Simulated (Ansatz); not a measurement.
# Be2H3: a trial structure relaxed

Where does this trial cell of Be2H3 go when cell and atoms are let free?

Method: DFT PBE, scalar-relativistic, plane waves, PAW, in Ansatz 0.2.0.

### Step 1. The system as given

It takes space group P4/mmm (No. 123, tetragonal). The conventional cell has a = 4.718 Å, b = 4.718 Å, c = 3.196 Å, α = 90.00°, β = 90.00°, γ = 90.00°. Around Be (site symmetry m2m) lie 2 Be at 1.57 Å. H (site symmetry mmm) has 2 H at 0.88 Å as nearest neighbours. Around H (site symmetry m2m) lie 1 H at 0.88 Å.

Coordinates:

```
CELL_PARAMETERS angstrom
4.71791 0.00000 0.00000
0.00000 4.71791 0.00000
0.00000 0.00000 3.19631
ATOMIC_POSITIONS crystal
Be 0.23584 0.00000 0.50000
Be 0.76416 0.00000 0.50000
Be 0.00000 0.23584 0.50000
Be 0.00000 0.76416 0.50000
H 0.00000 0.50000 0.00000
H 0.50000 0.00000 0.00000
H 0.81341 0.50000 0.00000
H 0.18659 0.50000 0.00000
H 0.50000 0.81341 0.00000
H 0.50000 0.18659 0.00000
```

The cell is invented: random cell by space group and Wyckoff sites (P4/mmm, No. 123). The dimensions are guesses.

### Step 2. Probe: one point on a coarse mesh

Input file input.yaml:

```yaml
crystal:
  lattice:
    - [4.71790946, 0.0, 0.0]
    - [0.0, 4.71790946, 0.0]
    - [0.0, 0.0, 3.19631159]
  atoms:
    - { symbol: Be, position: [0.23583505, 0.0, 0.5] }
    - { symbol: Be, position: [0.76416495, 0.0, 0.5] }
    - { symbol: Be, position: [0.0, 0.23583505, 0.5] }
    - { symbol: Be, position: [0.0, 0.76416495, 0.5] }
    - { symbol: H, position: [0.0, 0.5, 0.0] }
    - { symbol: H, position: [0.5, 0.0, 0.0] }
    - { symbol: H, position: [0.8134131, 0.5, 0.0] }
    - { symbol: H, position: [0.1865869, 0.5, 0.0] }
    - { symbol: H, position: [0.5, 0.8134131, 0.0] }
    - { symbol: H, position: [0.5, 0.1865869, 0.0] }
basis:
  ecutwfc: 420
kpoints:
  mp_grid: { grid: [4, 4, 6] }
hamiltonian:
  xc: pbe
scf:
  occupations: { method: gaussian, width: 0.1 }
  lower_state_search: "off"
output:
  forces: true
  stress: true
  eigenvalues: true
```

Run with:

```bash
$ ansatz run input.yaml --threads 1 --pin off --max-ram 2560MiB --backend cpu --events-out ev --progress --plain --runs-dir out
```

Further runs follow: a loose first relaxation; relaxation on the finer mesh.

Q: Predict the outcome of this session. Wanted: conventional cell; volume; energy over the elements; gap on the mesh.

**Answer**, as computed:

| quantity | value |
| --- | --- |
| symmetry at the end (tolerance 0.05 Å) | space group P4/mmm (No. 123) |
| conventional cell | a = 5.772 Å, b = 5.772 Å, c = 2.316 Å, α = 90.00°, β = 90.00°, γ = 90.00° |
| volume | 7.72 Å³/atom |
| energy over the elements (uncorrected; H, N, O, F and Cl as molecules) | +1.00 eV/atom |
| gap on the mesh | none (metal) |

What this shows: The space group P4/mmm (No. 123) is kept, and the volume per atom grows by 8.5 % from the first guess. The formation energy is positive, so the separate elements lie lower. No finished test with a distortion of lower symmetry is shown, so the end may be a saddle point.
